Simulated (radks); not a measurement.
# Taking charge from the 4s level of Mn in fractions

One table from this session's results is given with a row withheld; the runs are named, their logs left out.

Method: scalar-relativistic Kohn-Sham, PBE, spin-polarised, spherical densities, point nucleus; open shells are filled with parallel spins first. Code: radks (a radial shooting solver on a logarithmic mesh, Libxc functionals) version 1.

### The system

| Item | Value |
| --- | --- |
| element | manganese (Z = 25) |
| charge | 0 |
| electrons | 25 |
| configuration | [Ar] 3d5 4s(up 1, down 1) |

A shell typed twice in an input gives spin up, then spin down.

The first run:

Settings of this run:

```text
Z 25
configuration [Ar] 3d5 4s1 4s1
relativity scalar-relativistic
functional pbe,pbe
spin polarised
nucleus point
c 137.035999084
```

Steps of the session up to this table: Start: [Ar] 3d5 4s(up 1, down 1).

One of the session's tables, all rows but one given; the rest of the session is left out.

It belongs to the step «Start: [Ar] 3d5 4s(up 1, down 1)». Radial moments (bohr):

| level | <r> | outermost maximum (interpolated) | 90 % within | nodes |
| --- | --- | --- | --- | --- |
| 3s up | 0.8513 | 0.736 | 1.28 | 2 |
| 3s down | 0.8544 | 0.737 | 1.28 | 2 |
| 3p up | 0.9034 | 0.752 | 1.39 | 1 |
| 3p down | ? | ? | ? | ? |
| 3d up | 1.191 | 0.760 | 2.08 | 0 |
| 4s up | 3.012 | 2.45 | 4.59 | 3 |
| 4s down | 3.284 | 2.66 | 5.04 | 3 |
| 3d down | 1.368 | 0.773 | 2.53 | 0 |

**Question.** Estimate the row for 3p down.

The run gave: <r>: 0.9100; outermost maximum (interpolated): 0.753; 90 % within: 1.41; nodes: 1. In the column «<r>» it lies between 3p up (0.9034) and 3d up (1.191).
